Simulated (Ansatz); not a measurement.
# C₂H₇AlFN: basis-set convergence

Aim: see how fast density functionals converge with the basis set for C₂H₇AlFN.

The runs use Ansatz 0.2.0, Gaussian basis; one geometry, several basis sets.

The runs, in order: PBE0-D4/def2-SVP; ωB97M-V/def2-SVP; PBE0-D4/def2-QZVPP; ωB97M-V/def2-QZVPP; the functionals' def2-TZVPP values are taken from earlier runs.

**1. Structure used throughout**

An earlier PBE0-D4 in a triple-zeta def2 set relaxation fixed the geometry.

SMILES `C[CH2][Al]([NH2])[F]`, 12 atoms, charge 0, spin multiplicity 1.

Atoms are counted from 1 here; the program's logs count them from 0.

Bond lengths: C1–C2 1.529 Å, C1–H6 1.094 Å, C1–H7 1.094 Å, C1–H8 1.094 Å, C2–Al3 1.947 Å, C2–H9 1.097 Å, C2–H10 1.097 Å, Al3–N4 1.762 Å, Al3–F5 1.656 Å, N4–H11 1.007 Å, N4–H12 1.007 Å. Angles: C2–C1–H6 112.0°, C2–C1–H7 111.7°, C2–C1–H8 111.7°, H6–C1–H7 107.1°, H6–C1–H8 107.1°, H7–C1–H8 107.0°, C1–C2–Al3 115.0°, C1–C2–H9 110.3°, C1–C2–H10 110.3°, Al3–C2–H9 108.0°, Al3–C2–H10 108.1°, H9–C2–H10 104.6°, C2–Al3–N4 123.1°, C2–Al3–F5 120.4°, N4–Al3–F5 116.5°, Al3–N4–H11 125.1°, Al3–N4–H12 124.5°, H11–N4–H12 110.4°.

**2. PBE0-D4 in def2-SVP**

File in.yaml:

```yaml
crystal:
  periodic: [false, false, false]
  atoms:
    - {symbol: C, position_ang: [-0.605000, 0.715757, 1.318204]}
    - {symbol: C, position_ang: [0.529189, 0.985185, 0.328302]}
    - {symbol: Al, position_ang: [0.722460, -0.342383, -1.082101]}
    - {symbol: N, position_ang: [-0.319475, -1.755809, -1.223376]}
    - {symbol: F, position_ang: [1.907054, -0.181243, -2.227693]}
    - {symbol: H, position_ang: [-0.668970, 1.490004, 2.088371]}
    - {symbol: H, position_ang: [-0.473886, -0.239568, 1.833921]}
    - {symbol: H, position_ang: [-1.577432, 0.678401, 0.819426]}
    - {symbol: H, position_ang: [1.486828, 1.060486, 0.857631]}
    - {symbol: H, position_ang: [0.397430, 1.966253, -0.144001]}
    - {symbol: H, position_ang: [-0.245762, -2.459627, -1.939532]}
    - {symbol: H, position_ang: [-1.075335, -1.972555, -0.595052]}
basis:
  gaussian: {orbitals: def2-SVP}
hamiltonian: {xc: pbe0, dispersion: d4}
output: {orbitals: {seedname: orbitals}}
```

Launch:

```
> ansatz run in.yaml --threads 4 --pin off --events-out ev --progress --plain --max-ram 10444MiB
```

The program printed:

```text
Functional definition: PBE0
  name "PBE0"
  cite "Adamo & Barone, J. Chem. Phys. 110, 6158 (1999) doi:10.1063/1.478522"
  cite "Perdew, Burke & Ernzerhof, Phys. Rev. Lett. 77, 3865 (1996) doi:10.1103/PhysRevLett.77.3865"
  parent pbe
  parameter a = 0.25
  parameter kappa = 0.804
  parameter beta = 0.06672455060314922
  exchange = (1 - a)*pbe_x(kappa = kappa, mu = beta*pi^2/3) + a*exact_x
  correlation = pbe_c(beta = beta)
1268 factors; their error is unknown
mean field evaluation 1: about -12965.9186 eV, gradient 7.6e1 eV
mean field evaluation 2: about -12955.3665 eV, gradient 1.0e2 eV
mean field evaluation 4: about -12978.0998 eV, gradient 5.1e0 eV
mean field evaluation 8: about -12978.1538 eV, gradient 6.8e-2 eV
mean field evaluation 16: about -12978.2448 eV, gradient 2.1e-5 eV
mean field -12978.24478690 eV, -476.9416989484 hartree, gradient 2.1e-5 eV, S^2 0.000000; 0 other end points of the search recorded, 0 dependent functions left out
reference -12978.24481772 eV, -476.9417000811 hartree; 24, 24 occupied and 85, 85 virtual orbitals, 1268 factors
Total energy: -12978.42074457 eV, -476.9481652736 hartree
```

Run time: 0.9 s. Hardware: 4 threads of Arm Neoverse V2, shared host.

**3. ωB97M-V in def2-SVP**

Edit in.yaml of step 2 so:

```diff
@@ -17,3 +17,3 @@
   gaussian: {orbitals: def2-SVP}
-hamiltonian: {xc: pbe0, dispersion: d4}
+hamiltonian: {xc: {name: wB97M-V}}
 output: {orbitals: {seedname: orbitals}}
```

Launched as before.

The program printed, shortened:

```text
Functional definition: wB97M-V
  name "wB97M-V"
  cite "Mardirossian & Head-Gordon, J. Chem. Phys. 144, 214110 (2016) doi:10.1063/1.4952647"
  cite "Becke, J. Chem. Phys. 107, 8554 (1997) doi:10.1063/1.475007"
  cite "Vydrov & Van Voorhis, J. Chem. Phys. 133, 244103 (2010) doi:10.1063/1.3521275"
  # Of w^i u^j: cxij and so on, Table III.
[...]
  gx(w, u) = 1 - cx + cx01*u + cx10*w
  gss(w, u) = css00 + css04*u^4 + css10*w + css20*w^2 + css43*w^4*u^3
  gos(w, u) = cos00 + cos10*w + (cos20 + cos21*u)*w^2 + (cos60 + cos61*u)*w^6
[...]
      + integral(e_c_pw_mod_opposite_spin*gos(b97_w_opposite, b97_u_opposite)) + vv10(b, c)
1249 factors; their error is unknown
317 factors; integrals over basis functions are off by at most 7.8e-6 eV
[...]
mean field -12985.20614895 eV, -477.1975242851 hartree, gradient 3.4e-5 eV, S^2 0.000000; 0 other end points of the search recorded, 0 dependent functions left out
reference -12985.20619802 eV, -477.1975260882 hartree; 24, 24 occupied and 85, 85 virtual orbitals, 1249 factors
Total energy: -12985.20619802 eV, -477.1975260882 hartree
```

Wall time 3.8 s (4 threads of Arm Neoverse V2, shared host); peak memory 0.34 GiB.

**4. PBE0-D4 in def2-QZVPP**

Edit in.yaml of step 3 so:

```diff
@@ -16,4 +16,4 @@
 basis:
-  gaussian: {orbitals: def2-SVP}
-hamiltonian: {xc: {name: wB97M-V}}
+  gaussian: {orbitals: "def2-QZVPP.json"}
+hamiltonian: {xc: pbe0, dispersion: d4}
 output: {orbitals: {seedname: orbitals}}
```

Launched as before.

The program printed:

```text
Functional definition: PBE0
  name "PBE0"
  cite "Adamo & Barone, J. Chem. Phys. 110, 6158 (1999) doi:10.1063/1.478522"
  cite "Perdew, Burke & Ernzerhof, Phys. Rev. Lett. 77, 3865 (1996) doi:10.1103/PhysRevLett.77.3865"
  parent pbe
  parameter a = 0.25
  parameter kappa = 0.804
  parameter beta = 0.06672455060314922
  exchange = (1 - a)*pbe_x(kappa = kappa, mu = beta*pi^2/3) + a*exact_x
  correlation = pbe_c(beta = beta)
1555 factors; their error is unknown
mean field evaluation 1: about -12971.9610 eV, gradient 9.3e1 eV
mean field evaluation 2: about -12954.3930 eV, gradient 1.2e2 eV
mean field evaluation 4: about -12988.7722 eV, gradient 8.0e0 eV
mean field evaluation 8: about -12988.9072 eV, gradient 1.6e-1 eV
mean field evaluation 16: about -12988.9138 eV, gradient 1.3e-4 eV
mean field -12988.91378601 eV, -477.3337774340 hartree, gradient 2.5e-5 eV, S^2 0.000000; 0 other end points of the search recorded, 0 dependent functions left out
reference -12988.91383085 eV, -477.3337790817 hartree; 24, 24 occupied and 484, 484 virtual orbitals, 1555 factors
Total energy: -12989.08975770 eV, -477.3402442742 hartree
```

Wall time 6.5 s (4 threads of Arm Neoverse V2, shared host); peak memory 1.8 GiB.

**5. ωB97M-V in def2-QZVPP**

Edit in.yaml of step 4 so:

```diff
@@ -17,3 +17,3 @@
   gaussian: {orbitals: "def2-QZVPP.json"}
-hamiltonian: {xc: pbe0, dispersion: d4}
+hamiltonian: {xc: {name: wB97M-V}}
 output: {orbitals: {seedname: orbitals}}
```

Launched as before.

The program printed, shortened:

```text
Functional definition: wB97M-V
  name "wB97M-V"
  cite "Mardirossian & Head-Gordon, J. Chem. Phys. 144, 214110 (2016) doi:10.1063/1.4952647"
  cite "Becke, J. Chem. Phys. 107, 8554 (1997) doi:10.1063/1.475007"
  cite "Vydrov & Van Voorhis, J. Chem. Phys. 133, 244103 (2010) doi:10.1063/1.3521275"
  # Of w^i u^j: cxij and so on, Table III.
[...]
  gx(w, u) = 1 - cx + cx01*u + cx10*w
  gss(w, u) = css00 + css04*u^4 + css10*w + css20*w^2 + css43*w^4*u^3
  gos(w, u) = cos00 + cos10*w + (cos20 + cos21*u)*w^2 + (cos60 + cos61*u)*w^6
[...]
      + integral(e_c_pw_mod_opposite_spin*gos(b97_w_opposite, b97_u_opposite)) + vv10(b, c)
1512 factors; their error is unknown
416 factors; integrals over basis functions are off by at most 8.4e-6 eV
[...]
mean field -12996.11888794 eV, -477.5985600459 hartree, gradient 1.1e-5 eV, S^2 0.000000; 0 other end points of the search recorded, 0 dependent functions left out
reference -12996.11896080 eV, -477.5985627236 hartree; 24, 24 occupied and 484, 484 virtual orbitals, 1512 factors
Total energy: -12996.11896080 eV, -477.5985627236 hartree
```

Run time: 15 s. Hardware: 4 threads of Arm Neoverse V2, shared host; peak memory 2.1 GiB.

**6. Functionals by basis**

The def2-TZVPP values come from earlier runs at the same geometry.

| functional | basis | functions | energy (eV) | from the largest (eV) | HOMO (eV) | LUMO (eV) |
| --- | --- | --- | --- | --- | --- | --- |
| PBE0-D4 | def2-SVP | 109 | -12978.4207 | 10.669 | -7.32 | 0.31 |
| PBE0-D4 | def2-TZVPP | 264 | -12988.4858 | 0.604 | -7.53 | -0.01 |
| PBE0-D4 | def2-QZVPP | 508 | -12989.0898 | 0.000 | -7.58 | -0.26 |
| ωB97M-V | def2-SVP | 109 | -12985.2062 | 10.913 | -9.73 | 1.86 |
| ωB97M-V | def2-TZVPP | 264 | -12995.5424 | 0.577 | -9.95 | 1.45 |
| ωB97M-V | def2-QZVPP | 508 | -12996.1190 | 0.000 | -10.01 | 0.99 |

**7. Outcome**

| quantity | value |
| --- | --- |
| PBE0-D4: double and triple zeta above quadruple | 10.67, 0.60 eV |
| ωB97M-V: double and triple zeta above quadruple | 10.91, 0.58 eV |

In words: For PBE0-D4 the step from double to triple zeta gains 10.07 eV and the next only 0.60 eV. Total energies overstate the basis error of differences, where much of it tends to cancel. The LUMO of ωB97M-V is positive and keeps falling with the basis (1.86 to 0.99 eV): an unbound level that the basis holds in place.

For PBE0-D4 the largest set took about 7 times as long as the smallest (6.5 s against 0.9 s).
